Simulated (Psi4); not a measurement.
# ULC-VV10/def2-SVPD (density fitting, core potential) run of SnHClF (SMILES [F][SnH][Cl])

Aim: the energy change on altering one bond length of SnHClF at ULC-VV10/def2-SVPD (density fitting, core potential), from 2 runs. 

The calculation is run with Psi4 1.11.

1 further run of the same task is left out (set aside as unsound or not needed).

## Step 1: Starting point

The species is SnHClF (4 atoms), meant as a doublet with charge 0. SMILES: `[F][SnH][Cl]`. The shape is that of a PBE0-D4/def2-TZVP optimisation.

Bond lengths: F1–Sn2 1.923 Å, Sn2–Cl3 2.331 Å, Sn2–H4 1.741 Å. Angles: F1–Sn2–Cl3 103.7°, F1–Sn2–H4 104.5°, Cl3–Sn2–H4 108.4°.

## Step 2: A single-point energy at ULC-VV10/def2-SVPD (density fitting, core potential)

Input file clfhsn.py:

```python
import psi4

psi4.set_memory('1600 MB')
psi4.set_num_threads(1)
psi4.set_output_file('clfhsn.out', False)

m = psi4.geometry("""
0 2
F     -1.514800     0.261000     0.860600
Sn    -0.250500    -0.208700    -0.509900
Cl     1.378000    -1.422400     0.633500
H      0.442800     1.309900    -1.004300
""")

psi4.set_options({
    'reference': 'uks',
    'scf_type': 'df',
})

e = psi4.energy('lc-vv10/def2-SVPD')
print(f'total energy {e:.8f} hartree = {e * 27.211386:.5f} eV')
for k, v in sorted(psi4.core.scalar_variables().items()):
    print(f'{k:45s} {v:18.10f}')
```

Run with:

```console
$ python clfhsn.py
```

clfhsn.out:

```text
[...]
    !!!  WARNING: ECP capability is in beta. Please check occupations closely.  !!!
[...]
  Running in c1 symmetry.
[...]
  Nuclear repulsion =  174.577244386633652
[...]
  Multiplicity = 2
[...]
  Nalpha       = 25
  Nbeta        = 24
[...]
    Number of basis functions: 90
[...]
   @DF-UKS iter   1:  -774.31292821790987   -1.55140e+00   6.08049e-03 ADIIS/DIIS
[...]
   @DF-UKS iter  10:  -774.43254570844374   -4.33025e-08   5.42126e-07 DIIS
[...]
   @S^2 Observed:                7.581457444E-01
[...]
    Orbital Energies [Eh]
    ---------------------
    Alpha Occupied:
       1A   -100.893799     2A    -24.478136     3A     -9.430727
       4A     -7.252696     5A     -7.244917     6A     -7.244524
       7A     -5.219064     8A     -3.598789     9A     -3.597070
      10A     -3.593895    11A     -1.291575    12A     -1.226765
      13A     -1.221864    14A     -1.219961    15A     -1.218554
      16A     -1.191762    17A     -0.979377    18A     -0.685083
      19A     -0.557770    20A     -0.547990    21A     -0.539516
      22A     -0.497716    23A     -0.466734    24A     -0.458378
      25A     -0.374863
    Alpha Virtual:
[...]
  @DF-UKS Final Energy:  -774.43254570844374
   => Energetics <=
    Nuclear Repulsion Energy =            174.5772443866336516
    One-Electron Energy =               -1499.3149682771236257
    Two-Electron Energy =                 595.9094001595790360
    DFT Exchange-Correlation Energy =     -45.7868399058971676
    Empirical Dispersion Energy =           0.0000000000000000
    VV10 Nonlocal Energy =                  0.1826179283644519
    Total Energy =                       -774.4325457084437403
[...]
 Multipole Moments:
 ------------------------------------------------------------------------------------
     Multipole            Electronic (a.u.)      Nuclear  (a.u.)        Total (a.u.)
 ------------------------------------------------------------------------------------
 L = 1.  Multiply by 2.5417464519 to convert [e a0] to [Debye]
 Dipole X            :        -14.3010123           14.3189523            0.0179401
 Dipole Y            :         11.3969913          -11.1950571            0.2019341
 Dipole Z            :        -25.6973546           24.4128912           -1.2844634
 Magnitude           :                                                    1.3003636
[...]
```

The script printed:

```text
total energy -774.43254571 hartree = -21073.38293 eV
CURRENT ENERGY                                   -774.4325457084
CURRENT REFERENCE ENERGY                         -774.4325457084
DD SOLVATION ENERGY                                 0.0000000000
DFT FUNCTIONAL TOTAL ENERGY                      -774.4325457084
DFT TOTAL ENERGY                                 -774.4325457084
DFT VV10 ENERGY                                     0.1826179284
DFT XC ENERGY                                     -45.7868399059
GRID ELECTRONS ALPHA                               25.0000065701
GRID ELECTRONS BETA                                24.0000046313
GRID ELECTRONS TOTAL                               49.0000112014
NUCLEAR REPULSION ENERGY                          174.5772443866
ONE-ELECTRON ENERGY                             -1499.3149682771
PCM POLARIZATION ENERGY                             0.0000000000
PE ENERGY                                           0.0000000000
SCF ITERATION ENERGY                             -774.4325457084
SCF ITERATIONS                                     10.0000000000
SCF TOTAL ENERGY                                 -774.4325457084
TWO-ELECTRON ENERGY                               595.9094001596
XC GRID RADIAL POINTS                              75.0000000000
XC GRID SPHERICAL POINTS                          302.0000000000
XC GRID TOTAL POINTS                            87656.0000000000
```

It took 23 s on 1 thread of Intel Xeon 6975P-C (Granite Rapids), shared host; peak memory 0.48 GiB.

## Step 3: The distorted shape, same level

Input file clfhsn.xyz:

```xyz
4
ClFHSn
F     -1.677625     0.382351     0.746278
Sn    -0.413325    -0.087349    -0.624222
Cl     1.378000    -1.422400     0.633500
H      0.279975     1.431251    -1.118622
```

Input file job.py:

```python
import psi4

psi4.set_memory(1600000000)
psi4.set_num_threads(1)
psi4.set_output_file('output.dat', False)

with open('clfhsn.xyz') as f:
    atoms = ''.join(f.readlines()[2:])
molecule = psi4.geometry('0 2\n' + atoms + '')

psi4.set_options(dict(reference='uks', scf_type='df'))

e_tot, wfn = psi4.energy("lc-vv10/def2-SVPD", molecule=molecule, return_wfn=True)
print('E =', round(e_tot, 9))
```

Run with:

```console
$ python job.py
```

output.dat:

```text
[...]
    !!!  WARNING: ECP capability is in beta. Please check occupations closely.  !!!
[...]
  Running in c1 symmetry.
[...]
  Nuclear repulsion =  165.370205863200198
[...]
  Multiplicity = 2
[...]
  Nalpha       = 25
  Nbeta        = 24
[...]
    Number of basis functions: 90
[...]
   @DF-UKS iter   1:  -774.30482989211589   -1.64738e+00   5.98344e-03 DIIS/ADIIS
[...]
   @DF-UKS iter  10:  -774.42181941679996   -5.39155e-08   4.75989e-07 DIIS
[...]
   @S^2 Observed:                7.604145899E-01
[...]
    Orbital Energies [Eh]
    ---------------------
    Alpha Occupied:
       1A   -100.876717     2A    -24.489190     3A     -9.411313
       4A     -7.233934     5A     -7.225562     6A     -7.225242
       7A     -5.231899     8A     -3.611998     9A     -3.609311
      10A     -3.606370    11A     -1.302415    12A     -1.235314
      13A     -1.234062    14A     -1.231620    15A     -1.230292
      16A     -1.202177    17A     -0.948712    18A     -0.690654
      19A     -0.566205    20A     -0.551194    21A     -0.545025
      22A     -0.486553    23A     -0.442190    24A     -0.436745
      25A     -0.386940
    Alpha Virtual:
[...]
  @DF-UKS Final Energy:  -774.42181941679996
   => Energetics <=
    Nuclear Repulsion Energy =            165.3702058632001979
    One-Electron Energy =               -1480.9633204570272937
    Two-Electron Energy =                 586.7367225999538505
    DFT Exchange-Correlation Energy =     -45.7487269200881030
    Empirical Dispersion Energy =           0.0000000000000000
    VV10 Nonlocal Energy =                  0.1832994971613832
    Total Energy =                       -774.4218194167999627
[...]
 Multipole Moments:
 ------------------------------------------------------------------------------------
     Multipole            Electronic (a.u.)      Nuclear  (a.u.)        Total (a.u.)
 ------------------------------------------------------------------------------------
 L = 1.  Multiply by 2.5417464519 to convert [e a0] to [Debye]
 Dipole X            :        -16.8772855           16.5349232           -0.3423624
 Dipole Y            :         13.3403441          -12.8465866            0.4937575
 Dipole Z            :        -27.5066964           25.9687593           -1.5379371
 Magnitude           :                                                    1.6511387
[...]
```

The script printed:

```text
E = -774.421819417
```

It took 24 s on 1 thread of Intel Xeon 6975P-C (Granite Rapids), shared host; peak memory 0.48 GiB.

## Step 4: Summary of results

At ULC-VV10/def2-SVPD (density fitting, core potential):

| quantity | value |
| --- | --- |
| first shape: total energy | -774.43255 Eh |
| first shape: dipole moment | 3.31 D |
| first shape: HOMO energy (highest over α and β) | -10.20 eV |
| first shape: LUMO energy (lowest over α and β) | -2.04 eV |
| first shape: ⟨S²⟩ | 0.758 |
| distorted shape: total energy | -774.42182 Eh |
| distorted shape: dipole moment | 4.20 D |
| distorted shape: HOMO energy (highest over α and β) | -10.53 eV |
| distorted shape: LUMO energy (lowest over α and β) | -2.51 eV |
| distorted shape: ⟨S²⟩ | 0.760 |
| energy change with the Sn2–Cl3 bond stretched from 2.331 to 2.564 Å | 0.292 eV |

**Reading.** With the Sn2–Cl3 bond stretched from 2.331 to 2.564 Å the energy rises by 0.29 eV (6.7 kcal/mol). The first shape isn't relaxed at this level, so the change isn't measured from a minimum.
